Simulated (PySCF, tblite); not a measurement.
**C₇H₁₃GaSi: geometry, infrared bands and NMR shifts**

What infrared bands and NMR shifts should C₇H₁₃GaSi (`C=C(C)[C@@H]([GaH2])[SiH2]C#CC`) show?

Computed with tblite 0.8.0 and PySCF 2.14.0, with density-fitted response routines of our own, on a single molecule in the gas phase. Atoms are numbered from 0 throughout.

## Step 1: The molecule as given

22 atoms, charge 0, multiplicity 1; geometry from: force field or distance geometry start.

Bonds of the start (Å): C0–C1 1.32, C1–C2 1.50, C1–C3 1.47, C3–Ga4 2.11, C3–Si5 1.82, Si5–C6 1.84, C6–C7 1.21, C7–C8 1.48, C0–H9 1.11, C0–H10 1.09, C2–H11 1.14, C2–H12 1.08, C2–H13 1.10, C3–H14 1.09, Ga4–H15 1.62, Ga4–H16 1.45, Si5–H17 1.49, Si5–H18 1.48, C8–H19 1.09, C8–H20 1.12, C8–H21 1.12.

## Step 2: Relaxing the molecule with GFN2-xTB

What the job is given:

```
{"job": {"kind": "relax", "xc": "GFN2-xTB", "basis": "xTB"}, "charge": 0, "multiplicity": 1}
C     -3.023300    -0.405200     0.077300
C     -1.755000    -0.552600    -0.247600
C     -1.197000    -1.944500    -0.136400
C     -0.845400     0.517700    -0.677000
Ga    -2.119200     2.199700    -0.617400
Si     0.369400     1.108100     0.540700
C      2.042200     0.378200     0.318800
C      3.137500    -0.112500     0.171100
C      4.461100    -0.732400    -0.041900
H     -3.619500    -1.281600     0.393600
H     -3.558900     0.540200     0.050500
H     -2.052200    -2.647900    -0.403700
H     -0.363100    -2.144900    -0.786600
H     -0.960000    -2.174700     0.915700
H     -0.502000     0.437400    -1.707700
H     -2.879500     2.389300     0.796500
H     -1.950400     3.548200    -1.112900
H     -0.035300     0.855700     1.951700
H      0.509700     2.571700     0.415100
H      4.473500    -1.686100     0.487800
H      5.225700    -0.027400     0.367400
H      4.631200    -0.817100    -1.141400
```

On the command line:

```sh
OMP_NUM_THREADS=1 python probes_run.py task.json out
```

This one command runs all jobs of the session in turn.

**Question.** This job is followed by: GFN2-xTB harmonic vibrations, gas phase; GIAO PBE0/pcSseg-1 NMR shielding, non-relativistic, gas phase. Predict these results of the whole session: strongest single infrared mode (GFN2-xTB); zero-point energy (GFN2-xTB); ¹³C shifts against TMS (PBE0/pcSseg-1); ¹H shifts against TMS (PBE0/pcSseg-1, means over atoms taken as alike); ²⁹Si shifts against TMS (PBE0/pcSseg-1); shieldings of Ga (PBE0/pcSseg-1).

The runs gave:

```
                                                              quantity                                               value
                             strongest single infrared mode (GFN2-xTB)                               1571 cm⁻¹, 724 km/mol
                                          zero-point energy (GFN2-xTB)                                       98.9 kcal/mol
                                ¹³C shifts against TMS (PBE0/pcSseg-1)      160.8, 114.1, 113.1, 84.0, 35.2, 29.4, 6.0 ppm
¹H shifts against TMS (PBE0/pcSseg-1, means over atoms taken as alike)  6.72, 5.02, 4.95, 4.47, 4.45, 2.18, 2.11, 1.48 ppm
                               ²⁹Si shifts against TMS (PBE0/pcSseg-1)                                           -60.9 ppm
                                      shieldings of Ga (PBE0/pcSseg-1)                                      Ga4 1154.1 ppm
```

What this shows: The optimisation took 278 steps and gained 1.033 eV; among the close pairs (by a distance rule), Ga4–H16 changed most, from 1.447 to 1.582 Å. The lowest mode is slightly imaginary (13i cm⁻¹), a soft motion within the noise of the Hessian, so the minimum is not strictly shown. The strongest single mode, at 1571 cm⁻¹, moves mainly H16. Unscaled tight-binding wavenumbers are off by several per cent, some by more. Its intensities can rank the bands wrongly. The most deshielded carbon is C1 (fully substituted alkene carbon), at 160.8 ppm: as expected for a trigonal carbon in a double bond. At PBE0/pcSseg-1: Shielding is most anisotropic at Ga4 (span 392 ppm, paramagnetic term -1483 ppm). Spin-orbit coupling is left out, which matters for shieldings and couplings at and beside the heavy atoms.
